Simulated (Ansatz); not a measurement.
# CH₈NPSi₂: small, medium and large basis sets

One table from this session's results is given with a row withheld; the runs are named, their logs left out.

The runs use Ansatz 0.2.0, Gaussian basis; one geometry, several basis sets.

Levels to be run: PBE0-D4/def2-SVP; ωB97M-V/def2-SVP; PBE0-D4/def2-QZVPP; ωB97M-V/def2-QZVPP; the functionals' def2-TZVPP values are taken from earlier runs.

## The relaxed structure

The geometry comes from an earlier relaxation with PBE0-D4 in a triple-zeta def2 set; it is a stationary point, not always the lowest conformer.

13 atoms, charge 0, spin multiplicity 1.

Atoms are counted from 1 here; the program's logs count them from 0.

Bond lengths: Si1–C2 1.886 Å, Si1–H6 1.488 Å, Si1–H7 1.490 Å, Si1–H8 1.485 Å, C2–N3 1.441 Å, C2–H9 1.101 Å, C2–H10 1.097 Å, N3–Si4 1.706 Å, N3–P5 1.767 Å, Si4–P5 2.194 Å, Si4–H11 1.484 Å, Si4–H12 1.480 Å, P5–H13 1.445 Å. Angles: C2–Si1–H6 110.3°, C2–Si1–H7 108.9°, C2–Si1–H8 110.4°, H6–Si1–H7 109.0°, H6–Si1–H8 109.6°, H7–Si1–H8 108.6°, Si1–C2–N3 109.9°, Si1–C2–H9 109.6°, Si1–C2–H10 108.7°, N3–C2–H9 112.3°, N3–C2–H10 109.8°, H9–C2–H10 106.3°, C2–N3–Si4 139.6°, C2–N3–P5 127.9°, Si4–N3–P5 78.3°, N3–Si4–P5 52.1°, N3–Si4–H11 118.7°, N3–Si4–H12 117.8° and more.

The first run:

in.yaml

```yaml
crystal:
  periodic: [false, false, false]
  atoms:
    - {symbol: Si, position_ang: [-1.802309, 0.861779, 0.034728]}
    - {symbol: C, position_ang: [0.041867, 0.976338, 0.412549]}
    - {symbol: N, position_ang: [0.606737, -0.346398, 0.505374]}
    - {symbol: Si, position_ang: [0.880831, -1.714103, -0.476709]}
    - {symbol: P, position_ang: [2.251759, -0.794934, 0.969115]}
    - {symbol: H, position_ang: [-2.365017, 2.216987, -0.209356]}
    - {symbol: H, position_ang: [-1.992847, 0.030295, -1.186480]}
    - {symbol: H, position_ang: [-2.523680, 0.219922, 1.163260]}
    - {symbol: H, position_ang: [0.539101, 1.591006, -0.353576]}
    - {symbol: H, position_ang: [0.173377, 1.504448, 1.365068]}
    - {symbol: H, position_ang: [1.127878, -1.512679, -1.926352]}
    - {symbol: H, position_ang: [0.081139, -2.930052, -0.206549]}
    - {symbol: H, position_ang: [3.001763, -0.137311, -0.076273]}
basis:
  gaussian: {orbitals: def2-SVP}
hamiltonian: {xc: pbe0, dispersion: d4}
output: {orbitals: {seedname: orbitals}}
```

On the command line:

```console
> ansatz run in.yaml --threads 4 --pin off --events-out ev --progress --plain --max-ram 10444MiB
```

Among the steps run: PBE0-D4 in def2-SVP; ωB97M-V in def2-SVP; PBE0-D4 in def2-QZVPP; ωB97M-V in def2-QZVPP.

One of the session's tables, all rows but one given; the rest of the session is left out.

It belongs to the step «Functionals by basis». 

```
functional       basis  HOMO (eV)
   PBE0-D4    def2-SVP      -6.49
   PBE0-D4  def2-TZVPP          ?
   PBE0-D4  def2-QZVPP      -6.59
   ωB97M-V    def2-SVP      -8.59
   ωB97M-V  def2-TZVPP      -8.69
   ωB97M-V  def2-QZVPP      -8.71
```

Estimate the missing values for PBE0-D4, def2-TZVPP.

**Answer.** HOMO (eV): -6.57. In the column «HOMO (eV)» it lies between PBE0-D4, def2-QZVPP (-6.59) and PBE0-D4, def2-SVP (-6.49).
